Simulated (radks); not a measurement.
**Ru⁴⁺ in [Kr] 4d4: an all-electron calculation**

The task here is to estimate one member of a computed series from the others.

The numbers are computed with radks (a radial shooting solver on a logarithmic mesh, Libxc functionals) version 1 (scalar-relativistic Kohn-Sham, SCAN, spin-polarised, spherical densities, finite nucleus; open shells are filled with parallel spins first), except any that are marked as measured or tabulated.

## What is computed

```
element            : ruthenium (Z = 44)
charge             : +4
electrons          : 40
configuration      : [Kr] 4d4
nuclear rms radius : 4.4809 fm
```

The outer shells:

Ru⁴⁺
```
[Kr] core
4d [↑ ][↑ ][↑ ][↑ ][  ]
```

Set-up of the first run:

Input:

```text
Z 44
configuration [Kr] 4d4
relativity scalar-relativistic
functional scan,scan
spin polarised
nucleus finite rms 4.4809 fm
c 137.035999084
```

The run is started by

```
$ python run_ks.py task.json out
```

The same process makes all the runs of this session.

One table of the session follows, with a row left open; its other results are not shown here.

It belongs to the step «Radial structure». From the orbitals of this run (lengths in bohr):

```
  level      <r>  outermost maximum (interpolated)  90 % within  nodes
1s down  0.03344                            0.0217       0.0599      0
  1s up  0.03344                            0.0217       0.0599      0
  2s up   0.1456                             0.123        0.225      1
2s down   0.1455                             0.123        0.225      1
  2p up   0.1270                            0.0983        0.207      0
2p down   0.1270                            0.0983        0.207      0
  3s up   0.4015                             0.361        0.592      2
3s down   0.4016                             0.361        0.592      2
  3p up   0.4022                             0.354        0.606      1
3p down   0.4023                             0.355        0.606      1
  3d up   0.3839                             0.301        0.610      0
3d down   0.3838                             0.302        0.610      0
  4s up    1.009                             0.915         1.46      3
4s down    1.003                             0.908         1.45      3
  4p up        ?                                 ?            ?      ?
4p down    1.091                             0.969         1.60      2
  4d up    1.358                              1.14         2.06      1
4d down    1.354                              1.13         2.07      1
```

**Question.** Estimate the row for 4p up.

**Answer.** <r>: 1.098; outermost maximum (interpolated): 0.978; 90 % within: 1.61; nodes: 2. In the column «<r>» it lies between 4p down (1.091) and 4d down (1.354).

Caveats from the session: Open shells are spherical and high-spin; term and fine-structure splittings are not resolved.
